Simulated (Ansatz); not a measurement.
# ZrH: the cost of one run

Computed with Ansatz 0.2.0 (DFT r2SCAN, scalar-relativistic, plane waves, PAW, unless a step's input says otherwise).

## (1) The system as given

The structure is tetragonal, space group P4_2/mmc (No. 131). Conventional cell: a = 3.243 Å, b = 3.243 Å, c = 4.948 Å, α = 90.00°, β = 90.00°, γ = 90.00°. Around Zr (site symmetry mmm) lie 4 H at 2.04 Å. Around H (site symmetry -4m2) lie 4 Zr at 2.04 Å.

As a file:

```cif
data_structure
_symmetry_space_group_name_H-M 'P 1'
_symmetry_Int_Tables_number 1
_cell_length_a 3.2428
_cell_length_b 3.2428
_cell_length_c 4.9480
_cell_angle_alpha 90.000
_cell_angle_beta 90.000
_cell_angle_gamma 90.000
_cell_volume 52.03
loop_
_atom_site_label
_atom_site_type_symbol
_atom_site_fract_x
_atom_site_fract_y
_atom_site_fract_z
_atom_site_occupancy
Zr1 Zr 0.00000 0.50000 0.00000 1
Zr2 Zr 0.50000 0.00000 0.50000 1
H1 H 0.00000 0.00000 0.75000 1
H2 H 0.00000 0.00000 0.25000 1
```

The cell is taken as given, not relaxed at this level.

## (2) The reference cell

Reference values: F = -8423.9199 eV; pressure 0.99 GPa; largest force 0.000 eV/Å; gap on the mesh none (metal). It was computed beforehand with the settings of the runs below.

## (3) The scan: a tetragonal deformation path

At fixed volume and fractional coordinates, lengths along (0.000, 0.000, 1.000) are scaled against those across it; ρ is that ratio over its starting value.

## (4) ρ = 0.850

input.yaml

```yaml
crystal:
  lattice:
    - [3.4233088065, 0.0, 0.0]
    - [0.0, 3.4233088065, 0.0]
    - [0.0, 0.0, 4.439925076]
  atoms:
    - { symbol: Zr, position: [0.0, 0.5, 0.0] }
    - { symbol: Zr, position: [0.5, 0.0, 0.5] }
    - { symbol: H, position: [0.0, 0.0, 0.75] }
    - { symbol: H, position: [0.0, 0.0, 0.25] }
basis:
  ecutwfc: 500
kpoints:
  mp_grid: { grid: [16, 16, 12] }
hamiltonian:
  xc: r2scan
scf:
  occupations: { method: gaussian, width: 0.15 }
output:
  forces: true
  stress: true
  eigenvalues: true
```

The run is started by

```sh
$ ansatz run input.yaml --threads 1 --pin off --max-ram 2560MiB --backend cpu --events-out ev --progress --plain --runs-dir out
```

What time and memory should one allow on 1 thread of Arm Neoverse V2, shared host?

About 37 s, with a peak of 0.64 GiB.
